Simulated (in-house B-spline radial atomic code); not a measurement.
**Nb⁵⁺: excited configurations**

How much energy does it take to promote electrons of Nb⁵⁺ to other shells? Each configuration is solved by itself and compared with the reference.

The numbers are computed with in-house B-spline radial atomic code version 1 (Dirac-Hartree-Fock, average of configuration, Fermi nucleus, basis-set limit), except any that are marked as measured or tabulated.

### Step 1. The system

```
element       : niobium (Z = 41)
charge        : +5
electrons     : 36
configuration : [Ar] 3d10 4s2 4p6
Hamiltonian   : Dirac-Coulomb
nucleus       : Fermi, rms radius 4.324 fm
```

The outer shells:

[Ar] 3d10 4s2 4p6
```
[Ar] core
3d [↑↓][↑↓][↑↓][↑↓][↑↓]
4s [↑↓]
4p [↑↓][↑↓][↑↓]
```

Input settings:

```ini
Z = 41
electrons = 36.0
configuration = [Ar] 3d10 4s2 4p6
hamiltonian = dirac
method = hf
spin_polarised = False
nucleus = fermi
rms_radius = 4.324
mass_number = 93
atomic_mass = 92.90637317
speed_of_light = 137.035999084
```

This reference run was done before. Its total energy is -3813.502964 hartree, and its levels are (the highest eight at most):

| orbital | occupation | energy (eV) | <r> (bohr) |
| --- | --- | --- | --- |
| 3s1/2 | 2 | -554.42 | 0.4398 |
| 3p1/2 | 2 | -464.44 | 0.4361 |
| 3p3/2 | 4 | -448.19 | 0.4460 |
| 3d3/2 | 4 | -289.91 | 0.4291 |
| 3d5/2 | 6 | -286.92 | 0.4325 |
| 4s1/2 | 2 | -133.53 | 1.130 |
| 4p1/2 | 2 | -104.09 | 1.219 |
| 4p3/2 | 4 | -101.62 | 1.242 |

### Step 2. Run with [Ne] 3s2 3p5 3d10 4s2 4p6 7d1

Input settings:

```ini
Z = 41
electrons = 36.0
configuration = [Ne] 3s2 3p5 3d10 4s2 4p6 7d1
hamiltonian = dirac
method = hf
spin_polarised = False
nucleus = fermi
rms_radius = 4.324
mass_number = 93
atomic_mass = 92.90637317
speed_of_light = 137.035999084
```

### Step 3. Configuration [Ar] 3d10 4s2 4p5 8g1

Changes to the settings of step 2:

```diff
@@ -2,3 +2,3 @@
 electrons = 36.0
-configuration = [Ne] 3s2 3p5 3d10 4s2 4p6 7d1
+configuration = [Ar] 3d10 4s2 4p5 8g1
 hamiltonian = dirac
```

### Step 4. Configuration [Ar] 3d9 4s2 4p6 7p1

Changes to the settings of step 3:

```diff
@@ -2,3 +2,3 @@
 electrons = 36.0
-configuration = [Ar] 3d10 4s2 4p5 8g1
+configuration = [Ar] 3d9 4s2 4p6 7p1
 hamiltonian = dirac
```

### Step 5. [Ne] 3s2 3p5 3d10 4s2 4p6 8d1

Changes to the settings of step 4:

```diff
@@ -2,3 +2,3 @@
 electrons = 36.0
-configuration = [Ar] 3d9 4s2 4p6 7p1
+configuration = [Ne] 3s2 3p5 3d10 4s2 4p6 8d1
 hamiltonian = dirac
```

### Step 6. Configuration [Ar] 3d9 4s2 4p6 4d1

Changes to the settings of step 5:

```diff
@@ -2,3 +2,3 @@
 electrons = 36.0
-configuration = [Ne] 3s2 3p5 3d10 4s2 4p6 8d1
+configuration = [Ar] 3d9 4s2 4p6 4d1
 hamiltonian = dirac
```

### Step 7. [Ar] 3d10 4s1 4p6 8p1

Changes to the settings of step 6:

```diff
@@ -2,3 +2,3 @@
 electrons = 36.0
-configuration = [Ar] 3d9 4s2 4p6 4d1
+configuration = [Ar] 3d10 4s1 4p6 8p1
 hamiltonian = dirac
```

### Step 8. Configuration [Ar] 3d10 4s2 4p5 4f1

Changes to the settings of step 7:

```diff
@@ -2,3 +2,3 @@
 electrons = 36.0
-configuration = [Ar] 3d10 4s1 4p6 8p1
+configuration = [Ar] 3d10 4s2 4p5 4f1
 hamiltonian = dirac
```

### Step 9. Configuration [Ar] 3d10 4s2 4p5 6d1

Changes to the settings of step 8:

```diff
@@ -2,3 +2,3 @@
 electrons = 36.0
-configuration = [Ar] 3d10 4s2 4p5 4f1
+configuration = [Ar] 3d10 4s2 4p5 6d1
 hamiltonian = dirac
```

Q: How far above the reference does each configuration lie (order and size, in eV)?

The runs gave:

| net move | configuration | energy above the reference (eV) | with Breit, QED, recoil (eV) | largest <r> (bohr) |
| --- | --- | --- | --- | --- |
| 4p → 4f | [Ar] 3d10 4s2 4p5 4f1 | 68.389 | 68.338 | 2.51 |
| 4p → 6d | [Ar] 3d10 4s2 4p5 6d1 | 81.468 | 81.423 | 5.63 |
| 4p → 8g | [Ar] 3d10 4s2 4p5 8g1 | 94.027 | 93.983 | 14.2 |
| 4s → 8p | [Ar] 3d10 4s1 4p6 8p1 | 120.76 | 120.66 | 10.1 |
| 3d → 4d | [Ar] 3d9 4s2 4p6 4d1 | 212.94 | 212.91 | 1.47 |
| 3d → 7p | [Ar] 3d9 4s2 4p6 7p1 | 263.29 | 263.28 | 7.12 |
| 3p → 7d | [Ne] 3s2 3p5 3d10 4s2 4p6 7d1 | 432.44 | 432.02 | 8.26 |
| 3p → 8d | [Ne] 3s2 3p5 3d10 4s2 4p6 8d1 | 436.25 | 435.83 | 11.5 |

Quantum defects of the promoted electron, δ = n − ζ/√(−2ε) with ζ = 6 and ε its orbital energy in hartree:

| promotion | δ |
| --- | --- |
| 4p → 6d | 1.082 |
| 4p → 8g | 0.017 |
| 4s → 8p | 1.603 |
| 3d → 7p | 1.633 |
| 3p → 7d | 1.103 |
| 3p → 8d | 1.096 |

The energies run from 68.389 eV (4p → 4f) to 436.25 eV (3p → 8d). Koopmans' estimate of the ionisation threshold is 101.62 eV; 5 configurations exceed it by over 2 % and could autoionise. Of those tabulated, the defect is largest for 7p (1.63) and least for 8g (0.02): low angular momentum penetrates the core, high angular momentum stays outside it. Two partly filled shells share a symmetry and can mix in the average, which may lower the energy, for: 3d → 4d. These are averages over configurations, without correlation, not spectroscopic levels.
